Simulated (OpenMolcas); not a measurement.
# CH4FGeN (SMILES [H]/N=[C](/F)[GeH3]): levels of theory compared

Aim: a comparison of 6 runs (HF/STO-3G, HF/6-31G*, B2PLYP/6-31G*, M06-L/6-31G*, PBE/6-31G*, CCSD(T)/6-31G*) of CH4FGeN. 

Program for the calculation: OpenMolcas 26.06.

1 further run of the same task is left out (set aside as unsound or not needed).

## Step 1: The system as given

CH4FGeN: 8 atoms, total charge 0, spin state singlet. SMILES: `[H]/N=[C](/F)[GeH3]`. The shape is that of a PBE0-D4/def2-TZVP optimisation.

Bond lengths: N1–C2 1.246 Å, C2–F3 1.346 Å, C2–Ge4 1.978 Å, N1–H5 1.016 Å, Ge4–H6 1.532 Å, Ge4–H7 1.534 Å, Ge4–H8 1.532 Å. Angles: N1–C2–F3 117.4°, N1–C2–Ge4 131.1°, F3–C2–Ge4 111.5°, C2–N1–H5 111.2°, C2–Ge4–H6 108.9°, C2–Ge4–H7 106.6°, C2–Ge4–H8 108.9°, H6–Ge4–H7 111.0°, H6–Ge4–H8 110.4°, H7–Ge4–H8 111.0°.

## Step 2: Energy and forces at HF/STO-3G (run 1)

Contents of job.inp:

```
&GATEWAY
 BASLIB=$CurrDir
 COORD
 8
 angstrom
 N        1.895900       0.222300      -0.348500
 C        0.908100       0.027300       0.385600
 F        1.137400      -0.127100       1.702400
 Ge      -1.019900      -0.103800      -0.035500
 H        1.617200       0.325400      -1.319900
 H       -1.766200       1.006900       0.710300
 H       -1.149700       0.071600      -1.553900
 H       -1.530700      -1.479600       0.403700
 BASIS=STO-3G
 GROUP=NoSym

&SEWARD

&SCF
 THRESHOLDS=1e-10 1e-07 1e-07 1e-05
 PRORBITALS=1 2

&ALASKA
```

The basis set STO-3G is read from a file made from the Basis Set Exchange's data (not shown).

The run is started by

```console
export MOLCAS_MEM=1860
pymolcas job.inp > job.log
```

Log:

```text
--- Start Module: gateway ---
[...]
--- Stop Module: gateway /rc=_RC_ALL_IS_WELL_ ---
[...]
      Basis functions           37
[...]
--- Start Module: scf ---
[...]
       Convergence after  13 Iterations
[...]
::    Total SCF energy                              -2243.2309160482
[...]
      Total spin, S                                     0.0000000000
[...]
      Total electronic charge=   58.000000
      Total            charge=   -0.000000
[...]
      Dipole Moment (debye):
      Origin of the operator (angstrom)=   -0.1561   -0.0547    0.2252
                   X= -2.7571E+00               Y= -9.9153E-02               Z= -1.2637E+00           Total=  3.0345E+00
      Quadrupole Moment (debye*angstrom):
[...]
--- Stop Module: scf /rc=_RC_ALL_IS_WELL_ ---
--- Start Module: alaska ---
[...]
 *              Molecular gradients               *
 **************************************************
  Irreducible representation: a
 ------------------------------------------------------------------------------------------
                              X                       Y                       Z
 ------------------------------------------------------------------------------------------
  N1               -5.50467365989036E-02   -6.06992650595251E-03    5.31655825172273E-03
  C2                6.83409793879663E-02    8.59495854579173E-03   -1.44431855028604E-02
  F3               -1.02565588295587E-02    1.57567394614055E-03   -1.92518795587659E-02
  GE4               2.18752312092292E-02    7.40307794955042E-04    1.02192724961929E-02
  H5                8.09329645003487E-03   -2.76306938637172E-03    2.64467554295340E-02
  H6               -1.85946051240222E-02    2.78361244286822E-02    1.89814638517545E-02
  H7               -1.70744229277853E-03    4.60932922357704E-03   -3.85726900791905E-02
  H8               -1.27041642019372E-02   -3.45233980468285E-02    1.13037051115685E-02
[...]
--- Stop Module: alaska /rc=_RC_ALL_IS_WELL_ ---
[...]
```

Run time: 4.2 s. Hardware: 1 thread of Intel Xeon Platinum 8259CL at 2.50GHz (Skylake/Cascade Lake), shared host; peak memory 0.37 GiB.

## Step 3: Energy and forces at HF/6-31G(d) (spherical functions) (run 2)

Contents of mol.inp:

```
&GATEWAY
 BasLib = $CurrDir
 Coord
 8
 angstrom
 N        1.895900       0.222300      -0.348500
 C        0.908100       0.027300       0.385600
 F        1.137400      -0.127100       1.702400
 Ge      -1.019900      -0.103800      -0.035500
 H        1.617200       0.325400      -1.319900
 H       -1.766200       1.006900       0.710300
 H       -1.149700       0.071600      -1.553900
 H       -1.530700      -1.479600       0.403700
 Basis = 6-31Gs
 Group = NoSym

&SEWARD

&SCF
 Thresholds = 1e-10 1e-07 1e-07 1e-05
 PrOrbitals = 1 2

&ALASKA
```

The basis set 6-31G* is read from a file made from the Basis Set Exchange's data (not shown).

The run is started by

```console
export MOLCAS_MEM=1860
pymolcas mol.inp > mol.log
```

Log:

```text
--- Start Module: gateway ---
[...]
--- Stop Module: gateway /rc=_RC_ALL_IS_WELL_ ---
[...]
      Basis functions           82
[...]
--- Start Module: scf ---
[...]
       Convergence after  17 Iterations
[...]
::    Total SCF energy                              -2269.1169124092
[...]
      Total spin, S                                     0.0000000000
[...]
      Total electronic charge=   58.000000
      Total            charge=   -0.000000
[...]
      Dipole Moment (debye):
      Origin of the operator (angstrom)=   -0.1561   -0.0547    0.2252
                   X= -3.0002E+00               Y= -4.3734E-02               Z= -1.8576E+00           Total=  3.5290E+00
      Quadrupole Moment (debye*angstrom):
[...]
--- Stop Module: scf /rc=_RC_ALL_IS_WELL_ ---
[...]
--- Start Module: alaska ---
[...]
 *              Molecular gradients               *
 **************************************************
  Irreducible representation: a
 ------------------------------------------------------------------------------------------
                              X                       Y                       Z
 ------------------------------------------------------------------------------------------
  N1                1.57866459831482E-02    1.31970387932556E-03    1.67972734009325E-03
  C2               -1.46026070135097E-02   -1.41605690872076E-03    4.79696576105582E-05
  F3                1.54342116094952E-03   -1.18333412037308E-03    9.74755384499204E-03
  GE4               1.48612964174788E-03    1.61951031191876E-04   -1.32630504441344E-04
  H5               -3.49685524304841E-03    1.22382861494286E-03   -1.15903954791277E-02
  H6               -3.75795766455411E-04   -1.88655618008404E-04   -1.01510217046741E-04
  H7                7.87864737457067E-05   -5.33206078873194E-05    3.88818776666966E-04
  H8               -4.19725236548540E-04    1.35883729544872E-04   -3.95334186276131E-05
[...]
--- Stop Module: alaska /rc=_RC_ALL_IS_WELL_ ---
[...]
```

It took 18 s on 1 thread of Intel Xeon Platinum 8259CL at 2.50GHz (Skylake/Cascade Lake), shared host; peak memory 0.46 GiB.

Runs 3 to 5 aren't shown in full; the table further down has their settings and results.

## Step 4: The energy at CCSD(T)/6-31G(d) (spherical functions) (run 6)

Contents of calc.input:

```
* CH4FGeN CCSD(T)
&GATEWAY
BasLib = $CurrDir
Coord
8
bohr
N      3.58273176     0.42008612    -0.65856955
C      1.71606029     0.05158952     0.72867839
F      2.14937449    -0.24018419     3.21706975
Ge    -1.92733167    -0.19615357    -0.06708528
H      3.05606509     0.61491688    -2.49424951
H     -3.33763428     1.90276523     1.34227247
H     -2.17261813     0.13530439    -2.93644543
H     -2.89260378    -2.79603877     0.76288244
Basis = 6-31Gs
Group = NoSym
&SEWARD
&SCF
Thresholds = 1e-10 1e-07 1e-07 1e-05
PrOrbitals = 1 2
&RASSCF
FileOrb = $Project.ScfOrb
Spin = 1
Nactel = 0 0 0
Inactive = 29
Ras2 = 0
OutOrbitals = Canonical
OrbListing = Nothing
&MOTRA
JobIph
Frozen = 12
&CCSDT
CCT
Triples = 2
Iterations = 80
Accuracy = 1e-08
Extrapolation = 5 4
```

The basis set 6-31G* is read from a file made from the Basis Set Exchange's data (not shown).

The run is started by

```console
export MOLCAS_MEM=1860
pymolcas calc.input > calc.log
```

Log:

```text
--- Start Module: gateway ---
[...]
--- Stop Module: gateway /rc=_RC_ALL_IS_WELL_ ---
[...]
      Basis functions           82
[...]
       Convergence after  16 Iterations
[...]
::    Total SCF energy                              -2269.1169124093
[...]
      Total spin, S                                     0.0000000000
[...]
      Number of active orbitals                  0
[...]
      Spin quantum number                      0.0
[...]
      Active orbitals                            0
[...]
      Number of CSFs                             1
[...]
      Number of root(s) required                 1
[...]
      Convergence after  4 iterations
[...]
      Natural orbitals and occupation numbers for root  1
      ************************************************************************************************************************
      *                                                    Final results                                                     *
      ************************************************************************************************************************
[...]
::    RASSCF root number  1 Total energy:  -2269.11691241
[...]
      Total electronic charge=   58.000000
      Total            charge=   -0.000000
[...]
      Dipole Moment (debye):
      Origin of the operator (angstrom)=   -0.1561   -0.0547    0.2252
                   X= -3.0002E+00               Y= -4.3734E-02               Z= -1.8576E+00           Total=  3.5290E+00
      Quadrupole Moment (debye*angstrom):
[...]
--- Start Module: motra ---
[...]
      *** WARNING: Default frozen orbitals is overwritten by user input.
      *** Default values:  17
[...]
--- Stop Module: motra /rc=_RC_ALL_IS_WELL_ ---
[...]
--- Start Module: ccsdt ---
[...]
      Convergence after                    17  Iterations
      Total energy (diff) :   -2269.83130402       0.00000001
[...]
 METHOD                       : CCSD+T(CCSD)+<T3(1)WT1> = CCSD(T)
[...]
       CCSD     =     -2269.8313040164821
[...]
--- Stop Module: ccsdt /rc=_RC_ALL_IS_WELL_ ---
[...]
```

Wall time 97 s (1 thread of Intel Xeon Platinum 8259CL at 2.50GHz (Skylake/Cascade Lake), shared host); peak memory 0.46 GiB.

## Step 5: All runs side by side

| run | level | task | frozen core orbitals | energy (Eh) | dipole moment (D) of the reference | HOMO energy (eV) | LUMO energy (eV) | wall time |
| --- | --- | --- | --- | --- | --- | --- | --- | --- |
| 1 | HF/STO-3G | gradient | – | -2243.230916 | 3.03 | -8.63 | 8.19 | 4.2 s |
| 2 | HF/6-31G* (spherical functions) | gradient | – | -2269.116912 | 3.53 | -11.61 | 3.38 | 18 s |
| 3 | B2PLYP/6-31G* (spherical functions) | energy | 12 | -2271.225390 | 3.18 | -9.25 | 1.31 | 33 s |
| 4 | M06-L/6-31G* (spherical functions) | gradient | – | -2271.701994 | 2.89 | -6.64 | -1.00 | 57 s |
| 5 | PBE/6-31G* (spherical functions) | gradient | – | -2271.254705 | 2.56 | -6.37 | -1.21 | 42 s |
| 6 | CCSD(T)/6-31G* (spherical functions) | energy | 12 | -2269.851177 | 3.53 | -11.61 | 3.38 | 97 s |

## Step 6: Summary of results

```
                                           quantity           value
                                run 6: total energy  -2269.85118 Eh
          run 6: dipole moment (mean-field density)          3.53 D
         run 6: HOMO energy (Hartree–Fock orbitals)       -11.61 eV
         run 6: LUMO energy (Hartree–Fock orbitals)         3.38 eV
       run 6: HOMO–LUMO gap (Hartree–Fock orbitals)        14.99 eV
run 6: correlation energy (12 core orbitals frozen)      -734.3 mEh
                              run 6: (T) correction      -19.87 mEh
```

Over runs 1, 2, 3, 4, 5 the dipole moment (its size) runs from 2.56 D (PBE/6-31G*) to 3.53 D (HF/6-31G*). Over runs 1, 2, 3, 4, 5 the HOMO–LUMO gap runs from 5.15 eV (PBE/6-31G*) to 16.83 eV (HF/STO-3G). The two ends differ in method and basis. For B2PLYP the log adds the whole second-order term; the table takes 0.27 of it, as the functional is defined. Totals of different functionals can't be ranked against each other. In run 1 the basis is minimal, so the values are rough. All runs together took 4.2 min, the longest 97 s.
